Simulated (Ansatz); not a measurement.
# FK: the cost of one run

Program: Ansatz 0.2.0, driven from Python. Level of theory: PBE0/def2-TZVP. These are calculated values, not measurements.

**1. The structure**

Bond lengths: K1–F2 2.660 Å.

The script reads fk.xyz:

```xyz
2

K     0.00000    0.00000    0.00000
F     0.00000    0.00000    2.66000
```

**2. The code**

File scan_fk.py:

```python
"""Potential curve of FK(+) along one bond."""

import warnings

import ansatz as az
import numpy as np

params = {
    "basis_set": "def2-TZVP",
    "functional": "PBE0",
    "net_charge": 1,
}


def main() -> None:
    warnings.simplefilter("ignore", az.DeckWarning)

    mol = az.Crystal.molecule_from_extxyz("fk.xyz")

    symbols = [site.symbol for site in mol.cartesian_sites]
    start = np.array([site.position_ang for site in mol.cartesian_sites])
    axis = (start[1] - start[0]) / np.linalg.norm(start[1] - start[0])
    moving = [1]
    lengths, energies = [2.26, 2.45, 2.66, 2.93, 3.32, 3.99, 4.79, 5.85], []
    for length in lengths:
        xyz = start.copy()
        xyz[moving] += (length - np.linalg.norm(start[1] - start[0])) * axis
        point = az.Crystal.molecule()
        for symbol, place in zip(symbols, xyz):
            point = point.atom(symbol, place.tolist())
        setup = (
            point.calculation()
            .basis(gaussian=params["basis_set"])
            .functional(params["functional"])
            .charge(params["net_charge"])
            .spin("collinear", total=1)
        )
        r = setup.run(threads=1, pin="off").report
        energies.append(r["free_energy_ev"])
        print(f"r = {length:6.3f} A  E = {energies[-1]:.5f} eV  <S^2> = {abs(r['mean_field']['state']['spin_squared']):.3f}")

    print("energy above the lowest point (eV):", [round(e - min(energies), 3) for e in energies])


if __name__ == "__main__":
    main()
```

**3. The calls as engine input**

The engine receives this input (first run):

```yaml
crystal:
  periodic: [false, false, false]
  atoms:
    - { symbol: K, position_ang: [0.0, 0.0, 0.0] }
    - { symbol: F, position_ang: [0.0, 0.0, 2.26] }
basis:
  gaussian:
    orbitals: def2-TZVP
hamiltonian:
  xc: pbe0
magnetization:
  spin_polarized: true
  initial_magnetization: 1.0
total_charge: 1.0
```

**4. Launch**

Run with:

```console
$ python scan_fk.py
```

**Question.** How long does this script take on 1 thread of Arm Neoverse V2, shared host, and how much memory does it need?

About 25 s, with a peak of 0.23 GiB.
